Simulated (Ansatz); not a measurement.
What does this script print? It uses the Ansatz DFT code, driven from Python.

Input file `ca.xyz`:
```text
1
Lattice="-2.24 2.24 2.24 2.24 -2.24 2.24 2.24 2.24 -2.24" Properties=species:S:1:pos:R:3 pbc="T T T"
Ca    0.00000000    0.00000000    0.00000000
```

`fold_ca.py`
```python
import ansatz as az

XC = "lda"
ECUT = 320
OCCUPATIONS = "Fermi-Dirac"

ca = az.Crystal.from_extxyz("ca.xyz")

mesh = (6, 6, 6)
rows = []
for repeats in [(1, 1, 1), (1, 2, 1), (2, 2, 1)]:
    calc = (
        ca.supercell(*repeats).calculation()
        .functional(XC)
        .basis(ECUT)
        .occupations(OCCUPATIONS)
        .mixing("anderson")
        .kpoints(*(k // n for k, n in zip(mesh, repeats)))
    )
    rep = calc.run(threads=1).report
    n = len(rep["lattice"]["sites"])
    rows.append((repeats, n, rep["free_energy_ev"] / n, rep["fermi_energy_ev"], rep["n_kpoints"], rep["n_symmetry_ops"]))
for row in rows:
    print("; ".join(f"{name} = {round(v, 4) if isinstance(v, float) else v}" for name, v in zip(["repeats", "atoms", "F/atom eV", "Fermi level eV", "k-points", "symmetry operations"], row)))
```

Running `python fold_ca.py` prints:
```text
DeckWarning: basis.ecutwfc = 320 eV is below the records' recommended 420 eV, and the density's cutoff is lower with it unless basis.ecutrho_ratio is high enough to keep the records' density cutoff: compare with a run at a higher cutoff
repeats = (1, 1, 1); atoms = 1; F/atom eV = -1772.5416; Fermi level eV = 4.3596; k-points = 16; symmetry operations = 48
repeats = (1, 2, 1); atoms = 2; F/atom eV = -1772.5416; Fermi level eV = 4.3596; k-points = 26; symmetry operations = 16
repeats = (2, 2, 1); atoms = 4; F/atom eV = -1772.5416; Fermi level eV = 4.3597; k-points = 12; symmetry operations = 48
```
(Warnings from the package without file and line.)

What to keep in mind:
- The settings weren't tested for convergence.
- The cutoff lies under the one recommended for these potentials.
- The mesh is modest for a metal, so energies can be off by several to tens of meV an atom and pressures by half a GPa or more; differences at equal mesh fare better.
- Of the deposited cell: it was measured well above room temperature.
- This isn't the structure that Ca takes at ambient conditions.
- The count of operations in a supercell holds its pure translations too, and an uneven repeat can lower the point group.
- Hardware and time: 3 s on 1 thread of Arm Neoverse V2, with other jobs on the host, peak memory 0.38 GiB.

(Lines on the test bed's own set-up are left out of the output.)
